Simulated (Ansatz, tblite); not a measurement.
**MoN(OH)3 (H₃MoNO₃): spin states and exact exchange**

Is the singlet the ground state of MoN(OH)3 (H₃MoNO₃)? Other spin states are computed and compared level by level.

The runs use Ansatz 0.2.0, Gaussian basis; as each input shows.

The runs, in order: triplet, at the geometry of the singlet (GFN1-xTB, GFN2-xTB, PBE0-D4/def2-TZVP, PBE-D4/def2-TZVP, r2SCAN-D4/def2-TZVP); the singlet's energies come from earlier runs.

2 further runs of the same task are left out: 1 that didn't finish, 1 set aside as unsound or not needed.

**1. The geometry**

The geometry is that of the singlet, from an earlier relaxation (B3LYP-D4/def2-SVP).

8 atoms, charge 0, spin multiplicity 1.

Bond lengths: Mo1–N2 1.637 Å, Mo1–O3 1.887 Å, Mo1–O5 1.887 Å, Mo1–O7 1.887 Å, O3–H4 0.967 Å, O5–H6 0.967 Å, O7–H8 0.967 Å. Angles: N2–Mo1–O3 106.5°, N2–Mo1–O5 106.5°, N2–Mo1–O7 106.5°, O3–Mo1–O5 112.3°, O3–Mo1–O7 112.3°, O5–Mo1–O7 112.3°, Mo1–O3–H4 122.6°, Mo1–O5–H6 122.6°, Mo1–O7–H8 122.6°.

Formally the metal is d0. Mo takes a core potential in the def2 sets. No spin-orbit coupling is included.

**2. Triplet at the fixed geometry, GFN1-xTB**

Tight binding, by tblite at 300 K electronic temperature and without a spin-polarisation term:

```python
tblite.interface.Calculator('GFN1-xTB', numbers, positions, charge=0, uhf=2).singlepoint()
```

Energy -568.5050 eV; 0.004 s.

**3. Triplet at the fixed geometry, GFN2-xTB**

Tight binding, by tblite at 300 K electronic temperature and without a spin-polarisation term:

```python
tblite.interface.Calculator('GFN2-xTB', numbers, positions, charge=0, uhf=2).singlepoint()
```

Energy -505.3439 eV; 0.004 s.

**4. Triplet at the fixed geometry, PBE0-D4/def2-TZVP**

Input file in.yaml:

```yaml
crystal:
  periodic: [false, false, false]
  atoms:
    - {symbol: Mo, position_ang: [-0.000433, -0.000776, -0.039704]}
    - {symbol: N, position_ang: [0.016605, 0.030586, 1.597343]}
    - {symbol: O, position_ang: [1.751020, 0.420298, -0.602275]}
    - {symbol: H, position_ang: [2.467551, 0.606743, 0.019299]}
    - {symbol: O, position_ang: [-1.258415, 1.294797, -0.587744]}
    - {symbol: H, position_ang: [-1.757824, 1.834665, 0.039685]}
    - {symbol: O, position_ang: [-0.510625, -1.748220, -0.537222]}
    - {symbol: H, position_ang: [-0.707879, -2.438083, 0.110629]}
basis:
  gaussian: {orbitals: def2-TZVP}
magnetization: {spin_polarized: true, initial_magnetization: 2}
hamiltonian: {xc: pbe0, dispersion: d4}
scf: {omitted_lower_state_checks: [starts]}
output: {orbitals: {seedname: orbitals}}
```

Run with:

```bash
$ ansatz run in.yaml --threads 4 --pin off --events-out ev --progress --plain --max-ram 3916MiB
```

Output:

```text
Functional definition: PBE0
  name "PBE0"
  cite "Adamo & Barone, J. Chem. Phys. 110, 6158 (1999) doi:10.1063/1.478522"
  cite "Perdew, Burke & Ernzerhof, Phys. Rev. Lett. 77, 3865 (1996) doi:10.1103/PhysRevLett.77.3865"
  parent pbe
  parameter a = 0.25
  parameter kappa = 0.804
  parameter beta = 0.06672455060314922
  exchange = (1 - a)*pbe_x(kappa = kappa, mu = beta*pi^2/3) + a*exact_x
  correlation = pbe_c(beta = beta)
these checks for a lower state are left out or cut short: starts
1118 factors; their error is unknown
mean field evaluation 1: about -9515.3429 eV, gradient 6.8e1 eV
mean field evaluation 2: about -9453.3139 eV, gradient 1.5e2 eV
mean field evaluation 4: about -9529.2390 eV, gradient 1.3e1 eV
mean field evaluation 8: about -9529.9504 eV, gradient 1.8e-1 eV
mean field evaluation 16: about -9530.0453 eV, gradient 3.2e-2 eV
mean field evaluation 32: about -9530.0511 eV, gradient 3.3e-2 eV
mean field -9530.05110353 eV, -350.2229183541 hartree, gradient 2.9e-6 eV, S^2 2.010236; 0 other end points of the search recorded, 0 dependent functions left out
reference -9530.05115483 eV, -350.2229202392 hartree; 25, 23 occupied and 157, 159 virtual orbitals, 1118 factors
Total energy: -9530.20840964 eV, -350.2286992468 hartree
Checks for a lower state left out: starts
```

It took 15 s on 4 threads of Arm Neoverse V2, shared host; peak memory 0.72 GiB.

Report: HOMO -4.25 eV, LUMO -5.61 eV (over both spins; with the spin held, an empty level of the minority spin lies below the top filled one); ⟨S²⟩ 2.010 (pure: 2.00).

**5. Triplet at the fixed geometry, PBE-D4/def2-TZVP**

start.molden holds the orbitals of an earlier run on this state, given as this run's starting guess.

in.yaml, as its differences from that of step 4:

```diff
@@ -12,5 +12,5 @@
 basis:
-  gaussian: {orbitals: def2-TZVP}
+  gaussian: {orbitals: def2-TZVP, initial_orbitals: start.molden}
 magnetization: {spin_polarized: true, initial_magnetization: 2}
-hamiltonian: {xc: pbe0, dispersion: d4}
+hamiltonian: {xc: pbe, dispersion: d4}
 scf: {omitted_lower_state_checks: [starts]}
```

Launched as before.

Output:

```text
Functional definition: PBE
  name "PBE"
  cite "Perdew, Burke & Ernzerhof, Phys. Rev. Lett. 77, 3865 (1996) doi:10.1103/PhysRevLett.77.3865"
  parent pbe
  parameter kappa = 0.804
  parameter beta = 0.06672455060314922
  exchange = pbe_x(kappa = kappa, mu = beta*pi^2/3)
  correlation = pbe_c(beta = beta)
these checks for a lower state are left out or cut short: starts
1048 factors; their error is unknown
mean field evaluation 1: about -9531.7480 eV, gradient 7.5e0 eV
mean field evaluation 2: about -9531.9733 eV, gradient 4.6e-1 eV
mean field evaluation 4: about -9531.9703 eV, gradient 2.3e-1 eV
mean field evaluation 8: about -9531.9721 eV, gradient 5.1e-2 eV
mean field evaluation 16: about -9531.9720 eV, gradient 4.1e-5 eV
mean field -9531.97199924 eV, -350.2935099696 hartree, gradient 4.5e-6 eV, S^2 2.004931; 0 other end points of the search recorded, 0 dependent functions left out
reference -9531.97207598 eV, -350.2935127895 hartree; 25, 23 occupied and 157, 159 virtual orbitals, 1048 factors
Total energy: -9532.15840581 eV, -350.3003602844 hartree
Checks for a lower state left out: starts
```

It took 14 s on 4 threads of Arm Neoverse V2, shared host.

HOMO -2.43 eV, LUMO -6.74 eV (over both spins; with the spin held, an empty level of the minority spin lies below the top filled one); ⟨S²⟩ 2.005 (pure: 2.00).

**6. Triplet at the fixed geometry, r2SCAN-D4/def2-TZVP**

in.yaml, as its differences from that of step 5:

```diff
@@ -14,3 +14,3 @@
 magnetization: {spin_polarized: true, initial_magnetization: 2}
-hamiltonian: {xc: pbe, dispersion: d4}
+hamiltonian: {xc: r2scan, dispersion: d4}
 scf: {omitted_lower_state_checks: [starts]}
```

Same command.

Output (excerpt; [...] marks lines left out):

```text
Functional definition: r2SCAN
  name "r2SCAN"
  cite "Furness, Kaplan, Ning, Perdew & Sun, J. Phys. Chem. Lett. 11, 8208 (2020) doi:10.1021/acs.jpclett.0c02405"
  cite "Furness, Kaplan, Ning, Perdew & Sun, J. Phys. Chem. Lett. 11, 9248 (2020) doi:10.1021/acs.jpclett.0c03077"
  parent r2scan
[...]
1048 factors; their error is unknown
[...]
mean field -9536.36349977 eV, -350.4548946372 hartree, gradient 2.9e-6 eV, S^2 2.009665; 0 other end points of the search recorded, 0 dependent functions left out
reference -9536.36352781 eV, -350.4548956675 hartree; 25, 23 occupied and 157, 159 virtual orbitals, 1048 factors
Total energy: -9536.40750700 eV, -350.4565118731 hartree
Checks for a lower state left out: starts
```

It took 57 s on 4 threads of Arm Neoverse V2, shared host.

HOMO -2.80 eV, LUMO -6.34 eV (over both spins; with the spin held, an empty level of the minority spin lies below the top filled one); ⟨S²⟩ 2.010 (pure: 2.00).

**7. Triplet less singlet, vertical**

The singlet's energies are those of its earlier runs, whose logs aren't repeated here.

| level | triplet less singlet, vertical (kcal/mol) | time |
| --- | --- | --- |
| GFN1-xTB | +94.3 | 0.008 s |
| GFN2-xTB | +69.7 | 0.007 s |
| PBE-D4/def2-TZVP | +104.3 | 15 s |
| r2SCAN-D4/def2-TZVP | +101.8 | 61 s |
| PBE0-D4/def2-TZVP | +98.7 | 17 s |

Times add the two runs; a level without a time comes out of a correlated run. Tight binding without a spin term can't rank spin states.

**8. Summary of results**

```
                                                quantity                                        value
triplet less singlet, vertical, functionals in def2-TZVP  +98.7 (PBE0-D4) to +104.3 kcal/mol (PBE-D4)
```

What this shows: All functionals put the triplet above the singlet, over a spread of 5.7 kcal/mol. The checks for a lower triplet were left out, so another state of that spin may lie lower. The singlet here is a closed shell; an open-shell singlet can lie lower. These are electronic energies, without zero-point motion, entropy or surroundings.
